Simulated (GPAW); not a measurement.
Set up this calculation in GPAW 26.7.0, as an ASE script.

```yaml
Task: band structure
Functional: PBEsol
Potentials_or_basis: PAW data sets generated in the run's folder for this functional
Cutoff: 800 eV
Basis: pw
k_mesh: 5 × 5 × 3
Occupations: fermi-dirac, width 0.05 eV
Spin: no spin polarisation
Ranks: 8
Maxiter: 150
Band_path: XGY,LGZ,NGM,RG
Band_points: 60
```

The system is HPbNO4.

```
H Pb N O
1.0
     3.85707    0.00178   -0.03658
     0.17353    4.33436   -0.01647
     0.75803    0.83873    5.87662
H Pb N O
1 1 1 4
Direct
  0.61511 0.89559 0.19844
  0.64597 0.44651 0.91685
  0.71474 0.23810 0.50058
  0.16958 0.47007 0.77768
  0.62919 0.97045 0.49845
  0.56424 0.92583 0.03849
  0.78022 0.42250 0.31951
```

The cell was built by a generator and needn't be a form met in nature.

The input as run:

run.py

```python
from ase import Atoms
from ase.dft.bandgap import bandgap
from ase.io import write
from ase.units import GPa
from ase.parallel import parprint
from gpaw import GPAW, PW, setup_paths

setup_paths.insert(0, '.')

atoms = Atoms(['H', 'Pb', 'N', 'O', 'O', 'O', 'O'],
              cell=[[3.85707, 0.00178, -0.03658],
                    [0.17353, 4.33436, -0.01647],
                    [0.75803, 0.83873, 5.87662]],
              scaled_positions=[[0.61511, 0.89559, 0.19844],
                                [0.64597, 0.44651, 0.91685],
                                [0.71474, 0.2381, 0.50058],
                                [0.16958, 0.47007, 0.77768],
                                [0.62919, 0.97045, 0.49845],
                                [0.56424, 0.92583, 0.03849],
                                [0.78022, 0.4225, 0.31951]],
              pbc=True)

calc = GPAW(mode=PW(800),
            xc='PBEsol',
            kpts={'size': (5, 5, 3), 'gamma': True},
            occupations={'name': 'fermi-dirac', 'width': 0.05},
            nbands=39,
            convergence={'density': 1e-05, 'energy': 1e-05},
            maxiter=150,
            txt='gpaw.txt')
atoms.calc = calc
energy = atoms.get_potential_energy()
forces = atoms.get_forces()
stress = atoms.get_stress()
calc.write('gs.gpw')
write('result.traj', atoms)
parprint(f'Energy: {energy:.6f} eV')
parprint('Forces (eV/A):')
parprint(forces.round(4))
parprint('Stress (GPa):', (stress / GPa).round(3))
parprint('Fermi level:', round(calc.get_fermi_level(), 4), 'eV')
parprint(f'Gap: {bandgap(calc)[0]:.4f} eV, direct: {bandgap(calc, direct=True)[0]:.4f} eV')

path = atoms.cell.bandpath('XGY,LGZ,NGM,RG', npoints=60, eps=1e-4)
bs_calc = calc.fixed_density(kpts=path, symmetry='off', nbands=59,
                             convergence={'bands': 'CBM+6.0', 'eigenstates': 1e-6}, txt='bands.txt')
bs = bs_calc.band_structure()
bs.write('bs.json')
parprint(f'Gap on the path: {bandgap(bs_calc)[0]:.4f} eV')
```

Potentials or basis: PAW data sets generated in the run's folder for this functional, pw.

Run with:

```bash
$ gpaw-setup -f PBEsol H N O Pb
$ OMP_NUM_THREADS=1 mpirun -n 8 gpaw python run.py
```

It gave:

```yaml
Pressure: -3.7 GPa
Largest_force: 0.378 eV/Å
Band_gap_on_the_k_mesh: 0.56 eV, indirect (least direct gap 0.88 eV)
Band_gap_along_the_path: 0.27 eV, indirect (least direct gap 0.47 eV)
```

Caveat: spin-orbit coupling is left out, which as a rule narrows the gap of such compounds by several tenths of an eV; the mesh misses the band edges, which the band path finds closer together.

Wall time 86 s on 8 MPI ranks on Intel(R) Xeon(R) Platinum 8259CL CPU @ 2.50GHz (Skylake/Cascade Lake) (shared host), peak memory 0.34 GiB a rank.
